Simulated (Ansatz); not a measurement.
# EuGe2: the cost of one run

Program: Ansatz 0.2.0. Level of theory: DFT LDA, with the methods named in each step. These are calculated values, not measurements.

## Step 1: The starting structure

Symmetry: P-3m1, No. 164, trigonal system. Conventional cell: a = 4.358 Å, b = 4.358 Å, c = 4.291 Å, α = 90.00°, β = 90.00°, γ = 120.00°. Eu (site symmetry -3m) has 12 Ge at 3.26 to 3.35 Å as nearest neighbours. Ge (site symmetry 3m) is surrounded by 3 Ge at 2.52 Å.

Structure file:

```
CELL_PARAMETERS angstrom
4.35825 0.00000 0.00000
-2.17913 3.77436 0.00000
0.00000 0.00000 4.29063
ATOMIC_POSITIONS crystal
Eu 0.00000 0.00000 0.00000
Ge 0.66667 0.33333 0.51573
Ge 0.33333 0.66667 0.48427
```

Atoms are numbered in the order of the input: Eu1, Ge2, Ge3.

## Step 2: Free moments, LAPW

The input, input.yaml:

```yaml
crystal:
  lattice:
    - [4.3582518841, 0.0, 0.0]
    - [-2.179125942, 3.7743568477, 0.0]
    - [0.0, 0.0, 4.29062733]
  atoms:
    - { symbol: Eu, position: [0.0, 0.0, 0.0], spin: 7.0 }
    - { symbol: Ge, position: [0.6666666667, 0.3333333333, 0.51573293] }
    - { symbol: Ge, position: [0.3333333333, 0.6666666667, 0.48426707] }
magnetization:
  spin_polarized: true
kpoints:
  mp_grid: { grid: [8, 8, 7] }
scf:
  occupations: { method: fermi_dirac, width: 0.03 }
hamiltonian:
  xc: lda
  pseudopotentials: { kind: all_electron, lapw: { basis_error: 0.001 } }
output:
  forces: true
  stress: true
  eigenvalues: false
  populations: true
```

The run is started by

```
$ ansatz run input.yaml --threads 2 --pin off --max-ram 6144MiB --backend cpu --events-out ev --progress --plain --runs-dir out
```

**Question.** How long does this run take on 2 threads of AMD EPYC 7R43 (Zen 3), shared host, and how much memory does it need?

About 50 s, with a peak of 0.87 GiB.
